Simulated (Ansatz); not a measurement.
Crystal: Ir4W.

```
CELL_PARAMETERS angstrom
1.37784 0.79550 11.31056
-1.37784 0.79550 11.31056
0.00000 -1.59099 11.31056
ATOMIC_POSITIONS crystal
Ir 0.39967 0.39967 0.39967
Ir 0.80081 0.80081 0.80081
Ir 0.19919 0.19919 0.19919
Ir 0.60033 0.60033 0.60033
W 0.00000 0.00000 0.00000
```

The cell comes from a database or a generator and needn't be the stable form of this composition.

```yaml
Program: Ansatz 0.2.0
Task: relaxation of cell and atoms
Functional: PBEsol
Potentials_or_basis: Ansatz PAW
Cutoff: "420 eV (not typed: the program's choice for these potentials)"
k_mesh: 11 × 11 × 11
Occupations: fermi-dirac, width 0.05 eV
Spin: no spin polarisation
```

At the start: volume 14.88 Å³/atom.

Task: Where does the relaxation end?

Result: It ends after 5 steps and the volume is 14.36 Å³/atom (-3.5 %); space group R-3m (No. 166, to 0.05 Å).

Step by step:
```
step  energy change (eV)  largest force (eV/Å)  volume (Å³)
   1              0.0000                0.0328        74.38
   2             -0.0983                0.0199        72.21
   3             -0.1013                0.0110        71.76
   4             -0.1013                0.0048        71.79
   5             -0.1001                0.0049        71.79
```

Final structure:
```
CELL_PARAMETERS angstrom
1.36280 0.78681 11.15887
-1.36280 0.78681 11.15887
0.00000 -1.57362 11.15887
ATOMIC_POSITIONS crystal
Ir 0.39981 0.39981 0.39981
Ir 0.80076 0.80076 0.80076
Ir 0.19924 0.19924 0.19924
Ir 0.60019 0.60019 0.60019
W 0.00000 0.00000 0.00000
```

Caveat: the plane-wave basis is chosen anew once the cell has moved, so the energies of steps on either side of that aren't comparable; the PAW data sets come from PBE, with cores solved anew for the run's functional, which leaves a small shift of forces and pressure.
